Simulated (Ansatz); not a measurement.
# C2H9FSi2: the cost of one run

Computed with Ansatz 0.2.0, Gaussian basis. Level: the settings change from run to run.

## (1) The geometry

The structure was relaxed beforehand with PBE0-D4 in a triple-zeta def2 set.

SMILES `CC[SiH](F)[SiH3]`, 14 atoms, charge 0, spin multiplicity 1.

Atoms are counted from 1 here; the program's logs count them from 0.

Bond lengths: C1–C2 1.527 Å, C1–H6 1.093 Å, C1–H7 1.093 Å, C1–H8 1.092 Å, C2–Si3 1.866 Å, C2–H9 1.096 Å, C2–H10 1.097 Å, Si3–F4 1.612 Å, Si3–Si5 2.346 Å, Si3–H11 1.491 Å, Si5–H12 1.490 Å, Si5–H13 1.488 Å, Si5–H14 1.487 Å. Angles: C2–C1–H6 111.4°, C2–C1–H7 111.3°, C2–C1–H8 111.3°, H6–C1–H7 107.6°, H6–C1–H8 107.6°, H7–C1–H8 107.4°, C1–C2–Si3 113.7°, C1–C2–H9 110.6°, C1–C2–H10 110.7°, Si3–C2–H9 108.5°, Si3–C2–H10 107.1°, H9–C2–H10 105.9°, C2–Si3–F4 108.7°, C2–Si3–Si5 112.6°, C2–Si3–H11 109.8°, F4–Si3–Si5 108.6°, F4–Si3–H11 106.4°, Si5–Si3–H11 110.5° and more.

## (2) B3LYP/def2-TZVPP

Set apart from the defaults: D4 dispersion.

in.yaml

```yaml
crystal:
  periodic: [false, false, false]
  atoms:
    - {symbol: C, position_ang: [-1.456425, 1.652832, 0.711828]}
    - {symbol: C, position_ang: [-0.157363, 0.854729, 0.620561]}
    - {symbol: Si, position_ang: [-0.254098, -0.606048, -0.536010]}
    - {symbol: F, position_ang: [-0.644260, -0.075597, -2.007532]}
    - {symbol: Si, position_ang: [1.773717, -1.777901, -0.678272]}
    - {symbol: H, position_ang: [-1.358079, 2.496573, 1.399169]}
    - {symbol: H, position_ang: [-2.281335, 1.030774, 1.068173]}
    - {symbol: H, position_ang: [-1.745115, 2.052310, -0.262825]}
    - {symbol: H, position_ang: [0.669143, 1.497981, 0.298979]}
    - {symbol: H, position_ang: [0.129037, 0.467596, 1.606372]}
    - {symbol: H, position_ang: [-1.355022, -1.516370, -0.109774]}
    - {symbol: H, position_ang: [2.126244, -2.301744, 0.671008]}
    - {symbol: H, position_ang: [2.869572, -0.879367, -1.133474]}
    - {symbol: H, position_ang: [1.670882, -2.924867, -1.619404]}
basis:
  gaussian: {orbitals: def2-TZVPP}
hamiltonian: {xc: {name: B3LYP}, dispersion: d4}
```

Command:

```bash
$ ansatz run in.yaml --threads 4 --pin off --events-out ev --progress --plain --max-ram 10444MiB
```

Q: Estimate wall time and peak memory on 4 threads of Intel Xeon Platinum 8175M at 2.50GHz, shared host.

About 3.9 s, with a peak of 0.71 GiB.
